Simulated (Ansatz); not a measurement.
**B₂H₂OZn: basis-set convergence**

Aim: see how fast density functionals converge with the basis set for B₂H₂OZn.

Computed with Ansatz 0.2.0, Gaussian basis. Level: one geometry, several basis sets.

The runs, in order: PBE0-D4/def2-SVP; ωB97M-V/def2-SVP; PBE0-D4/def2-QZVPP; ωB97M-V/def2-QZVPP; the functionals' def2-TZVPP values are taken from earlier runs.

### 1 Structure used throughout

An earlier PBE0-D4 in a triple-zeta def2 set relaxation fixed the geometry.

6 atoms, charge 0, spin multiplicity 1.

Atoms are counted from 1 here; the program's logs count them from 0.

Bond lengths: B1–O2 1.387 Å, B1–Zn4 2.147 Å, B1–H5 1.197 Å, O2–B3 1.387 Å, B3–Zn4 2.147 Å, B3–H6 1.197 Å. Angles: O2–B1–Zn4 83.3°, O2–B1–H5 117.8°, Zn4–B1–H5 158.8°, B1–O2–B3 123.8°, O2–B3–Zn4 83.3°, O2–B3–H6 117.8°, Zn4–B3–H6 158.8°, B1–Zn4–B3 69.5°.

### 2 PBE0-D4 in def2-SVP

in.yaml reads:

```yaml
crystal:
  periodic: [false, false, false]
  atoms:
    - {symbol: B, position_ang: [-0.627200, 0.542100, -0.897452]}
    - {symbol: O, position_ang: [0.285927, 0.514760, 0.146411]}
    - {symbol: B, position_ang: [0.606482, -0.629058, 0.862739]}
    - {symbol: Zn, position_ang: [-0.811058, -1.552328, -0.460091]}
    - {symbol: H, position_ang: [-0.822365, 1.590074, -1.441814]}
    - {symbol: H, position_ang: [1.410415, -0.529549, 1.743908]}
basis:
  gaussian: {orbitals: def2-SVP}
hamiltonian: {xc: pbe0, dispersion: d4}
output: {orbitals: {seedname: orbitals}}
```

Further steps of the session: ωB97M-V in def2-SVP; PBE0-D4 in def2-QZVPP; ωB97M-V in def2-QZVPP.

Q: Predict the results of all the runs planned. Wanted: PBE0-D4: double and triple zeta above quadruple; ωB97M-V: double and triple zeta above quadruple.

The runs gave:

| quantity | value |
| --- | --- |
| PBE0-D4: double and triple zeta above quadruple | 12.23, 1.36 eV |
| ωB97M-V: double and triple zeta above quadruple | 12.29, 1.31 eV |

In words: For PBE0-D4 the step from double to triple zeta gains 10.87 eV and the next only 1.36 eV. These are total energies; as a rule much of such shifts cancels in differences, which this series doesn't test.
